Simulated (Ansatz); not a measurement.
# Cu: a tetragonal deformation path

The task, for Cu: look for other minima along a tetragonal path.

Method: DFT r2SCAN, scalar-relativistic, plane waves, PAW, in Ansatz 0.2.0.

## (1) The system as given

It takes space group I4/mmm (No. 139, tetragonal). The conventional cell has a = 2.886 Å, b = 2.886 Å, c = 2.752 Å, α = 90.00°, β = 90.00°, γ = 90.00°. Around Cu (site symmetry 4/mmm) lie 10 Cu at 2.46 to 2.75 Å.

Coordinates:

```
Cu
1.0
    -1.44279    1.44279    1.37608
     1.44279   -1.44279    1.37608
     1.44279    1.44279   -1.37608
Cu
1
Direct
  0.00000 0.00000 0.00000
```

It goes back to an entry of the Materials Project, which need not be the stable form.

The cell is taken as given, not relaxed at this level.

## (2) Zero of energy

The reference gives a free energy of -6631.2034 eV, pressure 0.29 GPa, largest force 0.000 eV/Å and gap on the mesh none (metal). It was computed beforehand with the settings of the runs below.

## (3) Setting up a tetragonal deformation path

At fixed volume and fractional coordinates, lengths along (0.000, 0.000, 1.000) are scaled against those across it; ρ is that ratio over its starting value.

## (4) Point ρ = 0.850

input.yaml

```yaml
crystal:
  lattice:
    - [-1.5231095727, 1.5231095727, 1.2347814342]
    - [1.5231095727, -1.5231095727, 1.2347814342]
    - [1.5231095727, 1.5231095727, -1.2347814342]
  atoms:
    - { symbol: Cu, position: [0.0, 0.0, 0.0] }
basis:
  ecutwfc: 500
kpoints:
  mp_grid: { grid: [26, 26, 26] }
hamiltonian:
  xc: r2scan
scf:
  occupations: { method: gaussian, width: 0.15 }
output:
  forces: true
  stress: true
  eigenvalues: true
```

Run with:

```console
$ ansatz run input.yaml --threads 1 --pin off --max-ram 2560MiB --backend cpu --events-out ev --progress --plain --runs-dir out
```

## (5) ρ = 1.200

input.yaml, as its differences from that of step 4:

```diff
@@ -2,5 +2,5 @@
   lattice:
-    - [-1.5231095727, 1.5231095727, 1.2347814342]
-    - [1.5231095727, -1.5231095727, 1.2347814342]
-    - [1.5231095727, 1.5231095727, -1.2347814342]
+    - [-1.3577204963, 1.3577204963, 1.5539306677]
+    - [1.3577204963, -1.3577204963, 1.5539306677]
+    - [1.3577204963, 1.3577204963, -1.5539306677]
   atoms:
```

## (6) At ρ = 0.920

input.yaml, as its differences from that of step 5:

```diff
@@ -2,5 +2,5 @@
   lattice:
-    - [-1.3577204963, 1.3577204963, 1.5539306677]
-    - [1.3577204963, -1.3577204963, 1.5539306677]
-    - [1.3577204963, 1.3577204963, -1.5539306677]
+    - [-1.4834566068, 1.4834566068, 1.3016753842]
+    - [1.4834566068, -1.4834566068, 1.3016753842]
+    - [1.4834566068, 1.4834566068, -1.3016753842]
   atoms:
```

## (7) ρ = 1.100

input.yaml, as its differences from that of step 6:

```diff
@@ -2,5 +2,5 @@
   lattice:
-    - [-1.4834566068, 1.4834566068, 1.3016753842]
-    - [1.4834566068, -1.4834566068, 1.3016753842]
-    - [1.4834566068, 1.4834566068, -1.3016753842]
+    - [-1.3976761718, 1.3976761718, 1.4663554711]
+    - [1.3976761718, -1.3976761718, 1.4663554711]
+    - [1.3976761718, 1.3976761718, -1.4663554711]
   atoms:
```

## (8) At ρ = 0.960

input.yaml, as its differences from that of step 7:

```diff
@@ -2,5 +2,5 @@
   lattice:
-    - [-1.3976761718, 1.3976761718, 1.4663554711]
-    - [1.3976761718, -1.3976761718, 1.4663554711]
-    - [1.3976761718, 1.3976761718, -1.4663554711]
+    - [-1.4625600684, 1.4625600684, 1.3391368546]
+    - [1.4625600684, -1.4625600684, 1.3391368546]
+    - [1.4625600684, 1.4625600684, -1.3391368546]
   atoms:
```

## (9) Point ρ = 1.050

input.yaml, as its differences from that of step 8:

```diff
@@ -2,5 +2,5 @@
   lattice:
-    - [-1.4625600684, 1.4625600684, 1.3391368546]
-    - [1.4625600684, -1.4625600684, 1.3391368546]
-    - [1.4625600684, 1.4625600684, -1.3391368546]
+    - [-1.41951839, 1.41951839, 1.4215768414]
+    - [1.41951839, -1.41951839, 1.4215768414]
+    - [1.41951839, 1.41951839, -1.4215768414]
   atoms:
```

## (10) Point ρ = 0.800

input.yaml, as its differences from that of step 9:

```diff
@@ -2,5 +2,5 @@
   lattice:
-    - [-1.41951839, 1.41951839, 1.4215768414]
-    - [1.41951839, -1.41951839, 1.4215768414]
-    - [1.41951839, 1.41951839, -1.4215768414]
+    - [-1.5542019896, 1.5542019896, 1.1858710449]
+    - [1.5542019896, -1.5542019896, 1.1858710449]
+    - [1.5542019896, 1.5542019896, -1.1858710449]
   atoms:
```

## (11) At ρ = 1.300

input.yaml, as its differences from that of step 10:

```diff
@@ -2,5 +2,5 @@
   lattice:
-    - [-1.5542019896, 1.5542019896, 1.1858710449]
-    - [1.5542019896, -1.5542019896, 1.1858710449]
-    - [1.5542019896, 1.5542019896, -1.1858710449]
+    - [-1.3219742793, 1.3219742793, 1.6391034913]
+    - [1.3219742793, -1.3219742793, 1.6391034913]
+    - [1.3219742793, 1.3219742793, -1.6391034913]
   atoms:
```

(Steps that only read results are left out.)

**Question.** What will these runs give? Wanted: highest point.

**Answer**, as computed:

```
     quantity                       value
highest point  73.9 meV/atom at ρ = 0.800
```

**Reading.** The energy drops below the reference, by 20.6 meV/atom at ρ = 1.300; the cell was taken as given and not relaxed at this level. No sampled point inside the path is a dip, apart from those named.
